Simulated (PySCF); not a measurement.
# C2H6Hg (HgMe2): the cost of one run

Programs: PySCF 2.14.0, with routines of our own; each step states its level. All values are computed. Atoms count from 0.

## (1) The system as given

9 atoms, charge 0, multiplicity 1; geometry from: GFN2-xTB.

## (2) Geometry optimisation at PBE0-D3(BJ)/def2-SVP

The job: settings as JSON, then the geometry in Å.

```
{"job": {"xc": "PBE0", "basis": "def2-SVP", "d3": "d3bj", "grid": 1, "maxiter": 30, "shake": 0.03, "kind": "geom"}, "charge": 0, "multiplicity": 1}
Hg     0.066580    -0.066660     0.012540
C     -0.020700    -0.029640     2.341110
H     -0.500120     0.896060     2.714680
H      1.111630    -0.101090     2.723680
H     -0.597440    -0.879050     2.685730
C     -0.007620     0.031640    -2.354810
H     -0.988800     0.012800    -2.728600
H      0.559500    -0.851020    -2.747350
H      0.509710     0.917520    -2.672640
```

On the command line:

```sh
OMP_NUM_THREADS=1 python heavy_run.py task.json out
```

The driver reads the jobs from task.json and runs them one after another.

Q: Estimate the wall time and peak memory of this first job on 1 thread of AMD EPYC 7R43, shared host.

About 24 s, with a peak of 0.36 GiB.
